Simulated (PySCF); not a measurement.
# WOF3: other spin states and a change of charge

Aim: at the relaxed geometry of WOF3, try other spin states and a change of charge. It is a constructed species; whether it can be made isn't addressed.

Method: BP86, W def2-SVP with ECP60, O def2-SVP, F def2-SVP; scalar-relativistic core potentials, no spin–orbit coupling; program: PySCF 2.14.0.

4 further runs of the same task are left out: 2 for a known fault of the program, 2 that didn't finish.

### 1 The system as given

5 atoms, charge 0, spin multiplicity 2.

Bond lengths: W1–O2 1.713 Å, W1–F3 1.864 Å, W1–F4 1.894 Å, W1–F5 1.865 Å. Angles: O2–W1–F3 101.9°, O2–W1–F4 131.4°, O2–W1–F5 101.7°, F3–W1–F4 95.8°, F3–W1–F5 136.1°, F4–W1–F5 95.7°.

Geometry (Å):

```xyz
5
F3OW
W    -0.0482    0.0903   -0.0442
O     0.6897    1.1731    1.0593
F    -0.7940   -1.1761    1.1027
F     0.6943   -1.1615   -1.2570
F    -0.6843    1.2580   -1.3514
```

Formal oxidation states: W +5. An earlier session relaxed this geometry at BP86, W def2-SVP with ECP60, O def2-SVP, F def2-SVP (doublet, point group Cs).

Its energy there is -441.857579 Eh.

### 2 Multiplicity 4 at the relaxed geometry

The input, run.py (the lines that set the calculation):

```python
mol = gto.M(atom='''
W     -0.04820     0.09030    -0.04424
O      0.68971     1.17315     1.05927
F     -0.79398    -1.17608     1.10268
F      0.69426    -1.16145    -1.25701
F     -0.68427     1.25805    -1.35138''',
    basis={'W': 'def2-SVP', 'O': 'def2-SVP', 'F': 'def2-SVP'},
    ecp={'W': 'def2-SVP'},
    charge=0, spin=3)
mf = dft.UKS(mol, xc='B88,P86')
mf.grids.atom_grid = (50, 194)
mf = mf.density_fit()  # fitting sets: W def2-universal-JKFIT, O def2-universal-JKFIT, F def2-universal-JKFIT
mf.conv_tol = 1e-08; mf.max_cycle = 55
mf.kernel(dm0)  # dm0: free metal ions and neutral atoms
```

Started as:

```console
$ OMP_NUM_THREADS=2 python run.py
```

Output:

```text
init E= -457.479144333588
cycle= 1 E= -434.778525949597  delta_E= 22.7  |g|= 4.23  |ddm|= 4.01
cycle= 2 E= -422.403103770012  delta_E= 12.4  |g|= 5.56  |ddm|= 7.81
cycle= 3 E= -438.645008692803  delta_E= -16.2  |g|= 2.46  |ddm|= 6.86
cycle= 4 E= -436.690796012695  delta_E= 1.95  |g|= 2.98  |ddm|= 3.39
cycle= 5 E= -441.211585047027  delta_E= -4.52  |g|= 0.896  |ddm|= 2.67
cycle= 6 E= -439.988464793947  delta_E= 1.22  |g|= 2.05  |ddm|= 2.14
cycle= 7 E= -441.498237129076  delta_E= -1.51  |g|= 0.614  |ddm|= 1.41
cycle= 8 E= -441.608533365289  delta_E= -0.11  |g|= 0.347  |ddm|= 0.259
cycle= 9 E= -441.566526165884  delta_E= 0.042  |g|= 0.473  |ddm|= 0.813
cycle= 10 E= -441.657221767311  delta_E= -0.0907  |g|= 0.129  |ddm|= 0.836
cycle= 11 E= -441.662352100987  delta_E= -0.00513  |g|= 0.0764  |ddm|= 0.21
cycle= 12 E= -441.659189053396  delta_E= 0.00316  |g|= 0.124  |ddm|= 0.509
cycle= 13 E= -441.663919663667  delta_E= -0.00473  |g|= 0.0746  |ddm|= 0.101
cycle= 14 E= -441.662076778982  delta_E= 0.00184  |g|= 0.106  |ddm|= 0.198
cycle= 15 E= -441.663848028349  delta_E= -0.00177  |g|= 0.0882  |ddm|= 0.0373
cycle= 16 E= -441.665284228437  delta_E= -0.00144  |g|= 0.0754  |ddm|= 0.0911
cycle= 17 E= -441.666873055153  delta_E= -0.00159  |g|= 0.054  |ddm|= 0.0841
cycle= 18 E= -441.66762963572  delta_E= -0.000757  |g|= 0.0385  |ddm|= 0.0374
cycle= 19 E= -441.668015548345  delta_E= -0.000386  |g|= 0.0297  |ddm|= 0.143
cycle= 20 E= -441.668420936179  delta_E= -0.000405  |g|= 0.00801  |ddm|= 0.0522
cycle= 21 E= -441.668433439728  delta_E= -1.25e-05  |g|= 0.00601  |ddm|= 0.0131
...
cycle= 42 E= -441.667532579889  delta_E= 3.53e-06  |g|= 0.0041  |ddm|= 0.00502
cycle= 43 E= -441.667534291131  delta_E= -1.71e-06  |g|= 0.00435  |ddm|= 0.00356
cycle= 44 E= -441.667536074817  delta_E= -1.78e-06  |g|= 0.00458  |ddm|= 0.00343
cycle= 45 E= -441.667545049117  delta_E= -8.97e-06  |g|= 0.00267  |ddm|= 0.00372
cycle= 46 E= -441.667548064129  delta_E= -3.02e-06  |g|= 0.00269  |ddm|= 0.00353
cycle= 47 E= -441.667552669265  delta_E= -4.61e-06  |g|= 0.00186  |ddm|= 0.0034
cycle= 48 E= -441.667556584062  delta_E= -3.91e-06  |g|= 0.00108  |ddm|= 0.00349
cycle= 49 E= -441.66755973058  delta_E= -3.15e-06  |g|= 0.000708  |ddm|= 0.00342
cycle= 50 E= -441.667562312026  delta_E= -2.58e-06  |g|= 0.000748  |ddm|= 0.00328
cycle= 51 E= -441.667563263991  delta_E= -9.52e-07  |g|= 0.00194  |ddm|= 0.0033
cycle= 52 E= -441.667562843984  delta_E= 4.2e-07  |g|= 0.00303  |ddm|= 0.00306
cycle= 53 E= -441.667561429007  delta_E= 1.41e-06  |g|= 0.00401  |ddm|= 0.00291
cycle= 54 E= -441.667561664218  delta_E= -2.35e-07  |g|= 0.00433  |ddm|= 0.00263
cycle= 55 E= -441.667562719321  delta_E= -1.06e-06  |g|= 0.00444  |ddm|= 0.00248
SCF not converged.
macro= 0  E= -441.667806995808  delta_E= -0.000244276  |g|= 0.00443598  2 KF 10 JK
macro= 1  E= -441.667951602145  delta_E= -0.000144606  |g|= 0.00905393  2 KF 8 JK
macro= 2  E= -441.668484166197  delta_E= -0.000532564  |g|= 0.00268274  3 KF 10 JK
macro= 3  E= -441.668496975441  delta_E= -1.28092e-05  |g|= 0.000652662  2 KF 12 JK
macro= 4  E= -441.668496984241  delta_E= -8.80061e-09  |g|= 5.55268e-05  1 KF 4 JK
macro X = 5  E=-441.668496984241  |g|= 5.55268e-05  total 11 KF 50 JK
converged SCF energy = -441.668496984241  <S^2> = 3.7533184  2S+1 = 4.0016589
```

Wall time 29 s (2 threads of Arm Neoverse V2, shared host).

It gives: E = -441.668497 Eh (+5.145 eV from the relaxed state), HOMO -3.88 eV, LUMO -9.36 eV (over both spins), ⟨S²⟩ = 3.753, Mulliken charge on W1 +0.92 e. An empty level of one spin lies below a filled level of the other.

### 3 One electron removed, multiplicity 1

run.py (the lines that set the calculation): that of step 2 with these lines changed.

```diff
@@ -8,4 +8,4 @@
     ecp={'W': 'def2-SVP'},
-    charge=0, spin=3)
-mf = dft.UKS(mol, xc='B88,P86')
+    charge=1, spin=0)
+mf = dft.RKS(mol, xc='B88,P86')
 mf.grids.atom_grid = (50, 194)
@@ -13,2 +13,2 @@
 mf.conv_tol = 1e-08; mf.max_cycle = 55
-mf.kernel(dm0)  # dm0: free metal ions and neutral atoms
+mf.kernel(dm0)  # dm0: the density of the relaxed state
```

Started as:

```console
$ OMP_NUM_THREADS=2 python run.py
```

Output:

```text
init E= -441.843779061524
  HOMO = -0.340015893770943  LUMO = -0.188884404963154  gap/eV = 4.11250
cycle= 1 E= -441.47500179301  delta_E= 0.369  |g|= 0.375  |ddm|= 1.19
  HOMO = -0.633373361301735  LUMO = -0.549794174026808  gap/eV = 2.27431
cycle= 2 E= -441.080975281655  delta_E= 0.394  |g|= 1.48  |ddm|=  1.4
  HOMO = -0.645475180435694  LUMO = -0.505363722489275  gap/eV = 3.81263
cycle= 3 E= -441.48827861003  delta_E= -0.407  |g|= 0.373  |ddm|= 1.08
  HOMO = -0.599761634016243  LUMO = -0.478584532893183  gap/eV = 3.29740
cycle= 4 E= -441.490164566326  delta_E= -0.00189  |g|= 0.359  |ddm|= 0.447
  HOMO = -0.604760253798253  LUMO = -0.475242397407875  gap/eV = 3.52436
cycle= 5 E= -441.515132515712  delta_E= -0.025  |g|= 0.0385  |ddm|= 0.23
  HOMO = -0.602870761368463  LUMO = -0.472430522371113  gap/eV = 3.54946
cycle= 6 E= -441.515261416604  delta_E= -0.000129  |g|= 0.0306  |ddm|= 0.0397
  HOMO = -0.603178933742064  LUMO = -0.472142072995155  gap/eV = 3.56569
cycle= 7 E= -441.515442199712  delta_E= -0.000181  |g|= 0.00174  |ddm|= 0.0218
  HOMO = -0.603107006425903  LUMO = -0.472090891919603  gap/eV = 3.56513
cycle= 8 E= -441.515442736695  delta_E= -5.37e-07  |g|= 0.000335  |ddm|= 0.00119
  HOMO = -0.603099848878015  LUMO = -0.472084444330804  gap/eV = 3.56511
cycle= 9 E= -441.515442756722  delta_E= -2e-08  |g|= 6.95e-05  |ddm|= 0.000226
  HOMO = -0.603097095899566  LUMO = -0.472083763725898  gap/eV = 3.56505
cycle= 10 E= -441.51544275703  delta_E= -3.08e-10  |g|= 6.04e-05  |ddm|= 7.29e-05
  HOMO = -0.603094044047797  LUMO = -0.47208382517487  gap/eV = 3.56497
Extra cycle  E= -441.515442747891  delta_E= 9.14e-09  |g|= 0.000226  |ddm|= 0.000192
converged SCF energy = -441.515442747891
```

Run time: 1.4 s. Hardware: 2 threads of Arm Neoverse V2, shared host.

It gives: E = -441.515443 Eh (+9.310 eV from the relaxed state), HOMO -16.41 eV, LUMO -12.85 eV, Mulliken charge on W1 +1.55 e. 

### 4 One electron removed, multiplicity 3

run.py (the lines that set the calculation): that of step 3 with these lines changed.

```diff
@@ -8,4 +8,4 @@
     ecp={'W': 'def2-SVP'},
-    charge=1, spin=0)
-mf = dft.RKS(mol, xc='B88,P86')
+    charge=1, spin=2)
+mf = dft.UKS(mol, xc='B88,P86')
 mf.grids.atom_grid = (50, 194)
```

Started as:

```console
$ OMP_NUM_THREADS=2 python run.py
```

Output:

```text
init E= -441.857578662632
cycle= 1 E= -441.293518106458  delta_E= 0.564  |g|= 0.426  |ddm|= 0.676
cycle= 2 E= -439.998301596888  delta_E=  1.3  |g|= 1.72  |ddm|= 1.51
cycle= 3 E= -441.216645876257  delta_E= -1.22  |g|= 0.618  |ddm|= 1.32
cycle= 4 E= -441.286766215329  delta_E= -0.0701  |g|= 0.476  |ddm|= 1.05
cycle= 5 E= -441.378430530327  delta_E= -0.0917  |g|= 0.0816  |ddm|= 0.967
cycle= 6 E= -441.265989579581  delta_E= 0.112  |g|= 0.501  |ddm|= 0.971
cycle= 7 E= -441.379794407795  delta_E= -0.114  |g|= 0.0756  |ddm|= 0.957
cycle= 8 E= -441.381899689963  delta_E= -0.00211  |g|= 0.0343  |ddm|= 0.0777
cycle= 9 E= -441.3820244565  delta_E= -0.000125  |g|= 0.0515  |ddm|= 0.211
cycle= 10 E= -441.382490463899  delta_E= -0.000466  |g|= 0.0438  |ddm|= 0.0384
cycle= 11 E= -441.382879977883  delta_E= -0.00039  |g|= 0.0357  |ddm|= 0.033
cycle= 12 E= -441.383532087303  delta_E= -0.000652  |g|= 0.0182  |ddm|= 0.114
cycle= 13 E= -441.383654389177  delta_E= -0.000122  |g|= 0.0115  |ddm|= 0.0358
cycle= 14 E= -441.383724229544  delta_E= -6.98e-05  |g|= 0.00157  |ddm|= 0.0307
cycle= 15 E= -441.383724569061  delta_E= -3.4e-07  |g|= 0.0018  |ddm|= 0.00346
cycle= 16 E= -441.38372584195  delta_E= -1.27e-06  |g|= 0.000975  |ddm|= 0.00557
cycle= 17 E= -441.383726288953  delta_E= -4.47e-07  |g|= 4.69e-05  |ddm|= 0.00145
cycle= 18 E= -441.3837262885  delta_E= 4.52e-10  |g|= 6.53e-05  |ddm|= 0.000145
Extra cycle  E= -441.383726183311  delta_E= 1.05e-07  |g|= 0.000484  |ddm|= 0.000768
SCF not converged.
init E= -441.857578662632
...
cycle= 41 E= -441.381614087496  delta_E= 4.53e-06  |g|= 0.0119  |ddm|= 0.00364
cycle= 42 E= -441.381610141655  delta_E= 3.95e-06  |g|= 0.0127  |ddm|= 0.00329
cycle= 43 E= -441.381610646979  delta_E= -5.05e-07  |g|= 0.0131  |ddm|= 0.0032
cycle= 44 E= -441.381622839533  delta_E= -1.22e-05  |g|= 0.0127  |ddm|= 0.00366
cycle= 45 E= -441.381633466174  delta_E= -1.06e-05  |g|= 0.0124  |ddm|= 0.00382
cycle= 46 E= -441.381613294592  delta_E= 2.02e-05  |g|= 0.0143  |ddm|= 0.0028
cycle= 47 E= -441.38157267869  delta_E= 4.06e-05  |g|= 0.0171  |ddm|= 0.00302
cycle= 48 E= -441.381626478205  delta_E= -5.38e-05  |g|= 0.0138  |ddm|= 0.00508
cycle= 49 E= -441.381708755566  delta_E= -8.23e-05  |g|= 0.00784  |ddm|= 0.011
cycle= 50 E= -441.381714779545  delta_E= -6.02e-06  |g|= 0.00909  |ddm|= 0.00616
cycle= 51 E= -441.381714598165  delta_E= 1.81e-07  |g|= 0.0105  |ddm|= 0.00556
cycle= 52 E= -441.381735587829  delta_E= -2.1e-05  |g|= 0.00995  |ddm|= 0.00662
cycle= 53 E= -441.381749412513  delta_E= -1.38e-05  |g|= 0.0102  |ddm|= 0.00652
cycle= 54 E= -441.381760899989  delta_E= -1.15e-05  |g|= 0.0105  |ddm|= 0.00599
cycle= 55 E= -441.3817649739  delta_E= -4.07e-06  |g|= 0.0113  |ddm|= 0.00524
SCF not converged.
macro= 0  E= -441.38085785861  delta_E= 0.000907115  |g|= 0.0222704  3 KF 16 JK
macro= 1  E= -441.383725259465  delta_E= -0.0028674  |g|= 0.000655488  5 KF 19 JK
macro= 2  E= -441.383726288911  delta_E= -1.02945e-06  |g|= 8.59469e-05  2 KF 9 JK
macro= 3  E= -441.383726288915  delta_E= -3.06954e-12  |g|= 3.93466e-05  1 KF 2 JK
macro X = 4  E=-441.383726288915  |g|= 3.93466e-05  total 12 KF 51 JK
converged SCF energy = -441.383726288915  <S^2> = 2.0037793  2S+1 = 3.0025185
```

It took 25 s on 2 threads of Arm Neoverse V2, shared host.

Result: E = -441.383726 Eh (+12.894 eV from the relaxed state), HOMO -12.84 eV, LUMO -16.49 eV (over both spins), ⟨S²⟩ = 2.004, Mulliken charge on W1 +1.40 e. An empty level of one spin lies below a filled level of the other.

### 5 One electron added, multiplicity 1

run.py (the lines that set the calculation): that of step 4 with these lines changed.

```diff
@@ -8,4 +8,4 @@
     ecp={'W': 'def2-SVP'},
-    charge=1, spin=2)
-mf = dft.UKS(mol, xc='B88,P86')
+    charge=-1, spin=0)
+mf = dft.RKS(mol, xc='B88,P86')
 mf.grids.atom_grid = (50, 194)
```

Started as:

```console
$ OMP_NUM_THREADS=2 python run.py
```

Output:

```text
init E= -441.843779061524
  HOMO = -0.188884404963154  LUMO = -0.156065703279939  gap/eV = 0.89304
cycle= 1 E= -441.843525402257  delta_E= 0.000254  |g|= 0.414  |ddm|= 1.13
  HOMO = 0.151031507088241  LUMO = 0.204424431053634  gap/eV = 1.45290
cycle= 2 E= -441.501834284129  delta_E= 0.342  |g|= 1.12  |ddm|= 4.37
  HOMO = 0.0742658320210268  LUMO = 0.103141281038337  gap/eV = 0.78574
cycle= 3 E= -441.880502249011  delta_E= -0.379  |g|= 0.33  |ddm|= 3.44
  HOMO = 0.0629217296504159  LUMO = 0.0914369838863891  gap/eV = 0.77594
cycle= 4 E= -441.897634491458  delta_E= -0.0171  |g|= 0.121  |ddm|= 0.314
  HOMO = 0.0642354825774625  LUMO = 0.0915083761372273  gap/eV = 0.74213
cycle= 5 E= -441.89979918387  delta_E= -0.00216  |g|= 0.0732  |ddm|= 0.149
  HOMO = 0.0673076708624016  LUMO = 0.0955157367626214  gap/eV = 0.76758
cycle= 6 E= -441.900846280283  delta_E= -0.00105  |g|= 0.00997  |ddm|= 0.092
  HOMO = 0.0673582278771399  LUMO = 0.0954652547644095  gap/eV = 0.76483
cycle= 7 E= -441.900862795905  delta_E= -1.65e-05  |g|= 0.00361  |ddm|= 0.00844
  HOMO = 0.0673608472278922  LUMO = 0.0954532232637177  gap/eV = 0.76443
cycle= 8 E= -441.900864869046  delta_E= -2.07e-06  |g|= 0.00167  |ddm|= 0.00435
  HOMO = 0.0673646826235483  LUMO = 0.0954870872695359  gap/eV = 0.76525
cycle= 9 E= -441.900865450816  delta_E= -5.82e-07  |g|= 0.00022  |ddm|= 0.00169
  HOMO = 0.0673794986180418  LUMO = 0.0955011101870262  gap/eV = 0.76523
cycle= 10 E= -441.90086546201  delta_E= -1.12e-08  |g|= 6.4e-05  |ddm|= 0.000339
  HOMO = 0.0673862823291991  LUMO = 0.0955079906396072  gap/eV = 0.76523
cycle= 11 E= -441.90086546326  delta_E= -1.25e-09  |g|= 1.19e-05  |ddm|= 0.00014
  HOMO = 0.0673902790370775  LUMO = 0.0955124208846243  gap/eV = 0.76524
Extra cycle  E= -441.900865463073  delta_E= 1.87e-10  |g|= 3.11e-05  |ddm|= 7.26e-05
converged SCF energy = -441.900865463073
```

It took 1.5 s on 2 threads of Arm Neoverse V2, shared host.

It gives: E = -441.900865 Eh (-1.178 eV from the relaxed state), HOMO 1.83 eV, LUMO 2.60 eV, Mulliken charge on W1 +0.36 e. The gap is small, and the closed shell wasn't tested for a lower spin-broken solution. The highest filled level lies above zero; it isn't the detachment energy.

### 6 One electron added, multiplicity 3

run.py (the lines that set the calculation): that of step 5 with these lines changed.

```diff
@@ -8,4 +8,4 @@
     ecp={'W': 'def2-SVP'},
-    charge=-1, spin=0)
-mf = dft.RKS(mol, xc='B88,P86')
+    charge=-1, spin=2)
+mf = dft.UKS(mol, xc='B88,P86')
 mf.grids.atom_grid = (50, 194)
```

Started as:

```console
$ OMP_NUM_THREADS=2 python run.py
```

Output:

```text
init E= -441.857578662632
  HOMO = -0.161467420037  LUMO = -0.15890778309  gap/eV = 0.06965
cycle= 1 E= -441.822001708264  delta_E= 0.0356  |g|= 0.33  |ddm|= 1.11
cycle= 2 E= -441.324712505824  delta_E= 0.497  |g|= 0.913  |ddm|= 2.51
cycle= 3 E= -441.84465920833  delta_E= -0.52  |g|= 0.326  |ddm|= 2.26
cycle= 4 E= -441.880798725319  delta_E= -0.0361  |g|= 0.0969  |ddm|= 0.209
cycle= 5 E= -441.882779887268  delta_E= -0.00198  |g|= 0.0903  |ddm|= 0.131
cycle= 6 E= -441.885897313862  delta_E= -0.00312  |g|= 0.00726  |ddm|= 0.0742
cycle= 7 E= -441.885918205083  delta_E= -2.09e-05  |g|= 0.0033  |ddm|= 0.00757
cycle= 8 E= -441.88592144829  delta_E= -3.24e-06  |g|= 0.00142  |ddm|= 0.00349
cycle= 9 E= -441.885922220961  delta_E= -7.73e-07  |g|= 0.000256  |ddm|= 0.00127
cycle= 10 E= -441.885922259852  delta_E= -3.89e-08  |g|= 5.78e-05  |ddm|= 0.000361
cycle= 11 E= -441.885922262493  delta_E= -2.64e-09  |g|= 2.99e-05  |ddm|= 0.000125
Extra cycle  E= -441.885922260799  delta_E= 1.69e-09  |g|= 7.31e-05  |ddm|= 7.75e-05
converged SCF energy = -441.885922260799  <S^2> = 2.0051149  2S+1 = 3.003408
```

It took 1.9 s on 2 threads of Arm Neoverse V2, shared host.

Result: E = -441.885922 Eh (-0.771 eV from the relaxed state), HOMO 2.80 eV, LUMO 2.78 eV (over both spins), ⟨S²⟩ = 2.005, Mulliken charge on W1 +0.51 e. The highest filled level lies above zero; it isn't the detachment energy. An empty level of one spin lies below a filled level of the other.

### 7 Results

| state | energy from the relaxed state (eV) | ⟨S²⟩ | time |
| --- | --- | --- | --- |
| charge 0, doublet, vacuum (relaxed) | 0 | 0.75 |  |
| charge -1, singlet, vacuum | -1.18 | 0.00 | 1.5 s |
| charge -1, triplet, vacuum | -0.77 | 2.01 | 1.9 s |
| charge 0, quartet, vacuum | 5.15 | 3.75 | 29 s |
| charge +1, singlet, vacuum | 9.31 | 0.00 | 1.4 s |
| charge +1, triplet, vacuum | 12.89 | 2.00 | 25 s |

An electron taken off or put on is at rest in vacuum. 

Removing an electron vertically costs 9.31 eV (singlet), against −HOMO = 5.72 eV. Adding an electron vertically releases 1.18 eV (singlet). The quartet lies 5.15 eV above at this geometry. The bases are small and lack diffuse functions. Spin–orbit coupling is left out for this open shell, where it can reorder the states. Open shells may have lower solutions than the one found.
